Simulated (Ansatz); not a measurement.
# TiAs: the cost of one run

Program: Ansatz 0.2.0. Level of theory: DFT PBEsol, scalar-relativistic, plane waves, PAW. These are calculated values, not measurements.

2 further runs of the same task are left out: 1 that didn't finish, 1 set aside as unsound or not needed.

## 1. The system as given

The structure is hexagonal, space group P6_3/mmc (No. 194). The conventional cell has a = 3.604 Å, b = 3.604 Å, c = 6.078 Å, α = 90.00°, β = 90.00°, γ = 120.00°. Ti (site symmetry -3m) has 6 As at 2.58 Å as nearest neighbours. As (site symmetry -6m2) has 6 Ti at 2.58 Å as nearest neighbours.

Coordinates:

```
CELL_PARAMETERS angstrom
1.80180 -3.12082 0.00000
0.00000 0.00000 -6.07771
10.81082 6.24163 0.00000
ATOMIC_POSITIONS crystal
Ti 0.00000 0.50000 0.00000
Ti 0.50000 0.50000 0.25000
Ti 0.00000 0.50000 0.50000
Ti 0.50000 0.50000 0.75000
Ti 0.00000 0.00000 0.00000
Ti 0.50000 0.00000 0.25000
Ti 0.00000 0.00000 0.50000
Ti 0.50000 0.00000 0.75000
As 0.00000 0.25000 0.16667
As 0.50000 0.25000 0.41667
As 0.00000 0.25000 0.66667
As 0.50000 0.25000 0.91667
As 0.50000 0.75000 0.08333
As 0.00000 0.75000 0.33333
As 0.50000 0.75000 0.58333
As 0.00000 0.75000 0.83333
```

It goes back to an entry of the Materials Project.

It is built from the cell relaxed beforehand with the same method (17.09 Å³/atom).

## 2. The reference: the undisturbed cell on the scan's mesh

The input, input.yaml:

```yaml
crystal:
  lattice:
    - [1.8018034931, -3.1208151953, 0.0]
    - [0.0, 0.0, -6.077713213]
    - [10.8108209587, 6.2416303907, 0.0]
  atoms:
    - { symbol: Ti, position: [1.0, 0.5, 0.0] }
    - { symbol: Ti, position: [0.5, 0.5, 0.25] }
    - { symbol: Ti, position: [0.0, 0.5, 0.5] }
    - { symbol: Ti, position: [0.5, 0.5, 0.75] }
    - { symbol: Ti, position: [1.0, 0.0, 0.0] }
    - { symbol: Ti, position: [0.5, 0.0, 0.25] }
    - { symbol: Ti, position: [0.0, 0.0, 0.5] }
    - { symbol: Ti, position: [0.5, 0.0, 0.75] }
    - { symbol: As, position: [1.0, 0.25, 0.1666666667] }
    - { symbol: As, position: [0.5, 0.25, 0.4166666667] }
    - { symbol: As, position: [1.0, 0.25, 0.6666666667] }
    - { symbol: As, position: [0.5, 0.25, 0.9166666667] }
    - { symbol: As, position: [0.5, 0.75, 0.0833333333] }
    - { symbol: As, position: [0.0, 0.75, 0.3333333333] }
    - { symbol: As, position: [0.5, 0.75, 0.5833333333] }
    - { symbol: As, position: [0.0, 0.75, 0.8333333333] }
basis:
  ecutwfc: 420
kpoints:
  mp_grid: { grid: [13, 8, 4] }
hamiltonian:
  xc: pbesol
scf:
  occupations: { method: gaussian, width: 0.15 }
output:
  forces: true
  stress: true
  eigenvalues: true
  write_density: true
  write_potential: true
  elf: true
  volumetric_format: npy
```

Started as:

```bash
ansatz run input.yaml --threads 2 --pin off --max-ram 5120MiB --backend cpu --events-out ev --progress --plain --runs-dir out
```

**Question.** How long does this run take on 2 threads of AMD EPYC 7B13 (Zen 3), shared host, and how much memory does it need?

About 1.8 min, with a peak of 2.5 GiB.
